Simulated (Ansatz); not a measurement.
# C₂H₃BSeZn: basis-set convergence

One table from this session's results is given with a row withheld; the runs are named, their logs left out.

Method: one geometry, several basis sets; program: Ansatz 0.2.0, Gaussian basis.

The runs, in order: PBE0-D4/def2-SVP; ωB97M-V/def2-SVP; PBE0-D4/def2-QZVPP; ωB97M-V/def2-QZVPP; the functionals' def2-TZVPP values are taken from earlier runs.

1 further run of the same task is left out (it didn't finish).

## Structure used throughout

An earlier PBE0-D4 in a triple-zeta def2 set relaxation fixed the geometry.

SMILES `C=[C]1[Zn][BH][Se]1`, 8 atoms, charge 0, spin multiplicity 1.

Atoms are counted from 1 here; the program's logs count them from 0.

Bond lengths: C1–C2 1.322 Å, C1–H6 1.087 Å, C1–H7 1.086 Å, C2–Zn3 2.000 Å, C2–Se5 1.990 Å, Zn3–B4 2.082 Å, B4–Se5 1.906 Å, B4–H8 1.188 Å. Angles: C2–C1–H6 124.3°, C2–C1–H7 119.4°, H6–C1–H7 116.3°, C1–C2–Zn3 153.2°, C1–C2–Se5 120.9°, Zn3–C2–Se5 85.9°, C2–Zn3–B4 91.3°, Zn3–B4–Se5 85.8°, Zn3–B4–H8 151.6°, Se5–B4–H8 122.6°, C2–Se5–B4 97.0°.

Set-up of the first run:

File in.yaml:

```yaml
crystal:
  periodic: [false, false, false]
  atoms:
    - {symbol: C, position_ang: [0.627801, 1.780251, 0.154911]}
    - {symbol: C, position_ang: [0.468677, 0.470663, 0.069234]}
    - {symbol: Zn, position_ang: [1.145791, -1.411283, 0.030859]}
    - {symbol: B, position_ang: [-0.787624, -2.150772, -0.189843]}
    - {symbol: Se, position_ang: [-1.341402, -0.327895, -0.143159]}
    - {symbol: H, position_ang: [-0.186293, 2.499383, 0.117613]}
    - {symbol: H, position_ang: [1.627491, 2.189415, 0.270464]}
    - {symbol: H, position_ang: [-1.554441, -3.049761, -0.310090]}
basis:
  gaussian: {orbitals: def2-SVP}
hamiltonian: {xc: pbe0, dispersion: d4}
output: {orbitals: {seedname: orbitals}}
```

The run is started by

```sh
> ansatz run in.yaml --threads 2 --pin off --events-out ev --progress --plain --max-ram 32768MiB --backend cpu
```

Steps of the session up to this table: PBE0-D4 in def2-SVP; ωB97M-V in def2-SVP; PBE0-D4 in def2-QZVPP; ωB97M-V in def2-QZVPP.

One table of the session follows, with a row left open; its other results are not shown here.

It belongs to the step «Density functionals: the series». 

| functional | basis | HOMO (eV) | LUMO (eV) |
| --- | --- | --- | --- |
| PBE0-D4 | def2-SVP | ? | ? |
| PBE0-D4 | def2-TZVPP | -6.72 | -1.86 |
| PBE0-D4 | def2-QZVPP | -6.72 | -1.88 |
| ωB97M-V | def2-SVP | -8.61 | 0.03 |
| ωB97M-V | def2-TZVPP | -8.79 | -0.28 |
| ωB97M-V | def2-QZVPP | -8.80 | -0.38 |

Q: Estimate the row for PBE0-D4, def2-SVP from the others.

The run gave: HOMO (eV): -6.57; LUMO (eV): -1.62. In the column «HOMO (eV)» it is the highest.
